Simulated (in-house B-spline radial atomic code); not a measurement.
# Ti¹⁵⁺: ionisation energy by several methods

Wanted: one ionisation energy, Ti¹⁵⁺ to configuration [He] 2s2 2p2, up the ladder of functionals.

The numbers are computed with in-house B-spline radial atomic code version 1 (scalar-relativistic (X2C), several functionals, spin-polarised, exact exchange averaged over the configuration; spherical all-electron atom at the radial basis limit), except any that are marked as measured or tabulated.

## (1) The system

* element: titanium (Z = 22)
* charge: +15
* electrons: 7
* configuration: [He] 2s2 2p3
* nucleus: Fermi, rms radius 3.592 fm

Outer shells as boxes (Hund's rule):

[He] 2s2 2p3
```
[He] core
2s [↑↓]
2p [↑ ][↑ ][↑ ]
```

Where spins are not typed, each open shell is filled with up spins first.

## (2) HSE06, a range-separated hybrid

Input settings:

```ini
Z = 22
electrons = 7.0
configuration = [He] 2s2 2p3
hamiltonian = x2c
method = hse06
spin_polarised = True
nucleus = fermi
rms_radius = 3.5921
mass_number = 48
atomic_mass = 47.947940677
speed_of_light = 137.035999084
exact_exchange = averaged over the configuration
```

Launch:

```console
$ python run_scf.py task.json out
```

The settings of every run stand in task.json; they run in order.

From the run's result record (rounded, not every field):

```text
{
  "status": "converged",
  "scf [iteration, energy, orbital gradient]": [
    [1, -695.562861863, 1.18],
    [2, -699.809519617, 0.131],
    [3, -699.833537634, 0.0606],
    [4, -699.838596615, 0.0282],
    [5, -699.839930559, 0.00186],
    [6, -699.839940416, 2.95e-05],
    [7, -699.839940417, 1.08e-07]
  ],
  "energy [hartree]": {"total": -699.839940417, "kinetic": 707.931274521, "nuclear": -1494.02396394, "coulomb": 112.52276236, "exact_exchange": -6.4436842822, "xc": -19.8263290756},
  "orbitals [hartree, bohr; first row names the columns]": [
    ["name", "occ", "eps", "<r>", "<r^2>", "<1/r>", "r_max"],
    ["1s up", 1.0, -204.40053, 0.069138, 0.0064351, 22.057, 0.04523],
    ["1s down", 1.0, -203.85675, 0.068951, 0.0063957, 22.101, 0.045174],
    ["2s up", 1.0, -40.080478, 0.30266, 0.10748, 4.9438, 0.25749],
    ["2s down", 1.0, -39.002667, 0.30589, 0.10983, 4.8709, 0.25921],
    ["2p up", 3.0, -37.351774, 0.26385, 0.084508, 4.8069, 0.20662]
  ],
  "sum_r [bohr^k]": {"-1": 68.39311, "1": 1.538204, "2": 0.4836676},
  "radius_at_0.001 [bohr]": 0.9526,
  "radius_enclosing_fraction [bohr]": {"0.5": 0.2079, "0.9": 0.4129, "0.99": 0.6174},
  "slater [hartree]": {
    "F0(2s up,2s up)": 2.9851,
    "F0(2s up,2s down)": 2.9693,
    "F0(2s up,2p up)": 3.1661,
    "G1(2s up,2p up)": 1.8087,
    "F0(2s down,2s down)": 2.9538,
    "F0(2s down,2p up)": 3.1471,
    "F0(2p up,2p up)": 3.4509,
    "F2(2p up,2p up)": 1.6443
  },
  "ionisation_energy [hartree]": 38.5067492
}
```

Wall time 0.46 s (1 thread, shared host).

The run also solves the next ion with the same method; the record keeps the difference, ionisation_energy. radius_at_0.001 is where the density falls to 0.001 electrons per bohr³.

Radial density 4πr²n(r) and radial functions P(r) = rR(r):

```
r (bohr)     4πr²n  2s down   2p up
 0.00352     1.134   0.2260  0.0050
 0.00476     1.913   0.2933  0.0088
 0.00643     3.164   0.3768  0.0154
 0.00868     5.105   0.4775  0.0270
  0.0117     7.954   0.5936  0.0467
  0.0159     11.98   0.7227  0.0814
  0.0214     16.76   0.8423  0.1374
  0.0289     21.68   0.9299  0.2292
  0.0391     25.12   0.9392  0.3737
  0.0528     25.16   0.8104  0.5865
  0.0714     21.27   0.4814  0.8798
  0.0964     16.00  -0.0713  1.2372
   0.130     13.84  -0.7868  1.6011
   0.176     16.17  -1.4910  1.8621
   0.238     17.84  -1.8898  1.8683
   0.321     13.48  -1.7742  1.5456
   0.434     5.830  -1.2137  0.9869
   0.587     1.214  -0.5654  0.4458
   0.792   0.09862  -0.1621  0.1280
    1.07  0.002201  -0.0241  0.0196
```

On the record's full grid the radial density has clear maxima near r = 0.045, 0.24 bohr.

X-ray form factor of the spherical density:

```
sinθ/λ (1/Å)  f (electrons)
           0          7.000
         0.1          6.964
         0.2          6.860
         0.3          6.690
         0.4          6.462
         0.6          5.873
         0.8          5.177
           1          4.459
         1.4          3.198
         1.8          2.330
         2.5          1.586
           4          1.078
           6          0.646
```

## (3) LC-ωPBE, a range-separated hybrid

Settings: those of step 2 with these lines changed.

```diff
@@ -4,3 +4,3 @@
 hamiltonian = x2c
-method = hse06
+method = lc_wpbe
 spin_polarised = True
```

Result record:

```text
{
  "status": "converged",
  "iterations": 7,
  "energy [hartree]": {"total": -699.794941091, "kinetic": 707.883719933, "nuclear": -1493.96404732, "coulomb": 112.505790196, "exact_exchange": -1.5719255531, "xc": -24.6484783491},
  "orbitals [hartree, bohr; first row names the columns]": [
    ["name", "occ", "eps", "<r>"],
    ["1s up", 1.0, -203.22736, 0.069147],
    ["1s down", 1.0, -202.77351, 0.069008],
    ["2s up", 1.0, -39.817407, 0.30304],
    ["2s down", 1.0, -38.972025, 0.30581],
    ["2p up", 3.0, -37.183055, 0.26389]
  ],
  "sum_r [bohr^k]": {"-1": 68.39064, "1": 1.538662, "2": 0.4841011},
  "ionisation_energy [hartree]": 38.4972456
}
```

Run time: 0.32 s. Hardware: 1 thread, shared host.

## (4) PBE0, a global hybrid

Settings: those of step 3 with these lines changed.

```diff
@@ -4,3 +4,3 @@
 hamiltonian = x2c
-method = lc_wpbe
+method = pbe0
 spin_polarised = True
```

Result record:

```text
{
  "status": "converged",
  "iterations": 7,
  "energy [hartree]": {"total": -699.82364103, "kinetic": 707.909811486, "nuclear": -1494.00822977, "coulomb": 112.529141285, "exact_exchange": -6.55242421544, "xc": -19.7019398181},
  "orbitals [hartree, bohr; first row names the columns]": [
    ["name", "occ", "eps", "<r>"],
    ["1s up", 1.0, -204.4114, 0.069145],
    ["1s down", 1.0, -203.86687, 0.06895],
    ["2s up", 1.0, -40.097401, 0.30265],
    ["2s down", 1.0, -39.018632, 0.30589],
    ["2p up", 3.0, -37.374336, 0.26381]
  ],
  "sum_r [bohr^k]": {"-1": 68.39228, "1": 1.538077, "2": 0.4835778},
  "ionisation_energy [hartree]": 38.5128978
}
```

Wall time 0.45 s (1 thread, shared host).

## (5) All methods side by side

| method | rung | total energy (hartree) | ΔSCF (eV) | −ε highest (eV) | ΔSCF less tabulated (eV) |
| --- | --- | --- | --- | --- | --- |
| PBE0 | global hybrid | -699.8236 | 1047.99 | 1017.01 (2p up) | +5.49 |
| HSE06 | range-separated hybrid | -699.8399 | 1047.82 | 1016.39 (2p up) | +5.32 |
| LC-ωPBE | range-separated hybrid | -699.7949 | 1047.56 | 1011.80 (2p up) | +5.06 |

What this shows: Against the tabulated ionisation energy, 1042.5 ± 0.8 eV (semi-empirical; NIST Atomic Spectra Database), the best here is LC-ωPBE (+5.06 eV) and the worst PBE0 (+5.49 eV, or 0.53 %). All methods miss on the same side by much the same amount, which points to something that they share. Relativistic terms that these runs lack can be as large as the gaps between close methods, so the nearest may be so by luck. Open shells are averaged (over orientations, and over spins where the run is restricted), while tables refer to the lowest levels.

Cost against accuracy (CPU time on one thread of a shared host; * marks runs that also wrote radial tables):

| method | CPU time | miss (eV) |
| --- | --- | --- |
| LC-ωPBE* | 0.32 s | +5.06 |
| PBE0 | 0.45 s | +5.49 |
| HSE06* | 0.46 s | +5.32 |
